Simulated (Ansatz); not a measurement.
CaBr in Ansatz: the effect of target pressure

Crystal: CaBr.

```
CELL_PARAMETERS angstrom
3.91702 0.00000 0.00000
-1.95851 3.39224 0.00000
0.00000 0.00000 4.34103
ATOMIC_POSITIONS crystal
Br 0.33333 0.66667 0.50000
Ca 0.00000 0.00000 0.00000
```

The cell comes from a database or a generator and needn't be the stable form of this composition.

Alike in all runs:

| Property | Result |
| --- | --- |
| Program | Ansatz 0.2.0 |
| Task | relaxation of cell and atoms |
| Functional | PBE |
| Potentials or basis | Ansatz PAW |
| Cutoff | 420 eV (not typed: the program's choice for these potentials) |
| k mesh | 8 × 8 × 6 |
| Occupations | fermi-dirac, width 0.05 eV |
| Spin | no spin polarisation |

Each run relaxes the cell or the atoms first.

```csv
target pressure,relaxed volume (Å³/atom)
0 GPa,29.06
2 GPa,26.98
5 GPa,24.92
10 GPa,?
20 GPa,20.13
30 GPa,18.52
```

What does the run with target pressure 10 GPa give?

Relaxed volume 22.71 Å³/atom.

Worked out: In Murnaghan's law V^(-B') rises as a straight line in P. The other rows fit best with B' = 4.0, V0 = 29.04 Å³/atom and B0 = 24 GPa, which gives 22.70 Å³/atom at 10 GPa, against the run's 22.71.

Caveats: the plane-wave basis is chosen anew once the cell has moved, so the energies of steps on either side of that aren't comparable; an odd number of electrons without spin polarisation forces a metal; a magnetic or distorted state may lie lower; the volume moved by over 15 % at a fixed basis, so the end points are rough (some runs).
